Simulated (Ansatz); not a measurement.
KCuCl3, space group Pm-3m, a breakdown of dispersion, smearing and cutoff terms

With the Python package of Ansatz (0.2.0).

`kcucl3.cif`
```cif
data_KCuCl3
_cell_length_a 4.798052
_cell_length_b 4.798052
_cell_length_c 4.798052
_cell_angle_alpha 90.00000
_cell_angle_beta 90.00000
_cell_angle_gamma 90.00000
_symmetry_space_group_name_H-M 'P 1'
_symmetry_Int_Tables_number 1
loop_
_symmetry_equiv_pos_as_xyz
'x, y, z'
loop_
_atom_site_label
_atom_site_type_symbol
_atom_site_fract_x
_atom_site_fract_y
_atom_site_fract_z
K1 K    0.000000    0.000000    0.000000
Cu2 Cu    0.500000    0.500000    0.500000
Cl3 Cl    0.000000    0.500000    0.500000
Cl4 Cl    0.500000    0.000000    0.500000
Cl5 Cl    0.500000    0.500000    0.000000
```

The cells in order, each with its output:

In [1]:
```python
import warnings

import ansatz as az
from ase.io import read
```

In [2]:
```python
SMEARING = 'cold'
```

In [3]:
```python
warnings.simplefilter('ignore', az.DeckWarning)
```

In [4]:
```python
atoms = read('kcucl3.cif')
system = az.Crystal.from_ase(atoms)
```

In [5]:
```python
system.resolved().sites[-1]
```
Out [5]:
```text
Site(symbol='Cl', position=(0.5, 0.5, 0.0), moment=None, axis=None, held=None, saved=None)
```

In [6]:
```python
setup = (
    system.calculation()
    .occupations(SMEARING, width=100 * az.meV)
    .kpoints(5, center='gamma')
)
with_term = setup.functional('pbesol', dispersion='d3bj').basis(340).cutoff_correction(590).run().report
without = setup.functional('pbesol').basis(340).run().report
finer = setup.functional('pbesol').basis(590).run().report
removed = az.free_energy_without(with_term, az.EnergyTerm.DISPERSION)
print(f'dispersion term            {with_term["components"]["e_disp"]:.5f} eV')
print(f'F less dispersion          {removed:.5f} eV, run without it {without["free_energy_ev"]:.5f} eV')
print(f'F less smearing term       {az.free_energy_without(without, az.EnergyTerm.SMEARING):.5f} eV')
print(f'estimated gain to 590 eV   {with_term["cutoff_correction"]["energy_ev"]:.5f} eV, found {finer["free_energy_ev"] - without["free_energy_ev"]:.5f} eV')
```
```text
dispersion term            -1.08261 eV
F less dispersion          -11292.73777 eV, run without it -11292.73777 eV
F less smearing term       -11292.73787 eV
estimated gain to 590 eV   -0.03944 eV, found -0.03880 eV
```

Caveats:
- Absolute energies stand on the zero of these potentials, so only differences at equal settings mean something. A total without «per atom» is that of the whole cell that was run.
- The cutoff lies under the one recommended for these potentials in some of the runs.
- The cell holds an odd number of electrons and is run without spin, so a magnetic state may lie lower.
- Dispersion corrections can be off by several per cent in the lattices of metals, and by several GPa in the pressure at a fixed cell.
- For a metal this k-point mesh is coarse: on a finer one energies can move by several to tens of meV an atom and pressures by half a GPa or more, differences at one mesh by less.
- Without a Hubbard U or exact exchange, semilocal functionals often make such 3d compounds metallic or too weakly gapped.
- This cell is a computed structure, which may not be the phase found in nature.
- The script silences the warnings on its input, which a real study should read.
- Run time: 6.4 s on 1 thread of Arm Neoverse V2, on a shared host, peak memory 0.52 GiB.
